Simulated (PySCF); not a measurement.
# S3Yb2 (Yb2(S)1(S)2): the cost of one run

Method: B3LYP, Yb lcecp-1-SVP with ECP59, S def2-SVP; scalar-relativistic core potentials, no spin–orbit coupling; program: PySCF 2.14.0.

4 further runs of the same task are left out: 2 for a known fault of the program, 2 that didn't finish.

**1. Starting geometry**

5 atoms, charge 0, spin multiplicity 1.

Bond lengths: Yb1–S3 2.406 Å, Yb1–S4 2.322 Å, Yb2–S3 2.406 Å, Yb2–S5 2.322 Å. Angles: S3–Yb1–S4 180.0°, S3–Yb2–S5 180.0°, Yb1–S3–Yb2 180.0°.

Geometry (Å):

```xyz
5

Yb    0.00000    0.00000    2.40580
Yb    0.00000    0.00000   -2.40580
S     0.00000    0.00000    0.00000
S     0.00000    0.00000    4.72780
S     0.00000    0.00000   -4.72780
```

Formal oxidation states: Yb +3. Each metal's 13 4f electrons lie in its core potential, so multiplicities, spins and levels count the valence alone.

**2. SCF at the start, singlet**

Input file run.py (the lines that set the calculation):

```python
mol = gto.M(atom='''
Yb     0.00000     0.00000     2.40580
Yb     0.00000     0.00000    -2.40580
S      0.00000     0.00000     0.00000
S      0.00000     0.00000     4.72780
S      0.00000     0.00000    -4.72780''',
    basis={'Yb': 'lcecp-1-SVP', 'S': 'def2-SVP'},
    ecp={'Yb': 'lcecp-1-SVP'},
    charge=0, spin=0)
mf = dft.RKS(mol, xc='B3LYP')
mf.grids.atom_grid = (50, 194)  # f atoms: unpruned, at least (60, 302)
mf = mf.density_fit()  # fitting sets: Yb AutoAux, S def2-universal-JKFIT
mf.conv_tol = 1e-08; mf.max_cycle = 55
mf.kernel(dm0)  # dm0: free metal ions and neutral atoms
```

On the command line:

```
$ OMP_NUM_THREADS=2 python run.py
```

Q: Estimate wall time and peak memory on 2 threads of Arm Neoverse V2, shared host.

About 4.4 s, with a peak of 0.6 GiB.
